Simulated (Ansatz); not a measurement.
**WF+ (quintet): the correlation ladder, def2-TZVPP**

An exercise on one series of results from a longer session: the logs are not shown, and one member is left open.

Computed with Ansatz 0.2.0, Gaussian basis. Level: def2-TZVPP, core rule «outside noble gas», up to 5 orbitals frozen.

To be run: UHF; ROHF; CCSD(T) on UHF.

**The system**

The geometry is a PBE0/def2-TZVP stationary point (not a proven minimum) of the parent state, kept for this charge and spin. No spin-orbit coupling is included. Elements past krypton take def2 core potentials.

2 atoms, charge 1, spin multiplicity 5.

Atoms are counted from 1 here; the program's logs count them from 0.

Bond lengths: W1–F2 1.838 Å.

Set-up of the first run:

in.yaml reads:

```yaml
crystal:
  periodic: [false, false, false]
  atoms:
    - {symbol: W, position_ang: [0.000000, 0.000000, 0.000000]}
    - {symbol: F, position_ang: [0.000000, 0.000000, 1.838237]}
basis:
  gaussian: {orbitals: def2-TZVPP}
total_charge: 1
magnetization: {spin_polarized: true, initial_magnetization: 4}
hamiltonian: {xc: hf}
output: {orbitals: {seedname: orbitals}}
```

Started as:

```console
$ ansatz run in.yaml --threads 1 --pin off --events-out ev --progress --plain --max-ram 2816MiB --backend cpu
```

Steps of the session up to this table: UHF; ROHF; CCSD(T) on UHF.

One of the session's tables, all rows but one given; the rest of the session is left out.

It belongs to the step «Misses and costs». 

```
  method  from UCCSD(T) (kcal/mol)
    ROHF                   +224.41
     UHF                   +220.41
    UMP2                     +9.69
   UCCSD                         ?
UCCSD(T)                         0
```

Q: Estimate the row for UCCSD from the others.

As computed: from UCCSD(T) (kcal/mol): +8.49. In the column «from UCCSD(T) (kcal/mol)» it lies between UCCSD(T) (0) and UMP2 (+9.69).
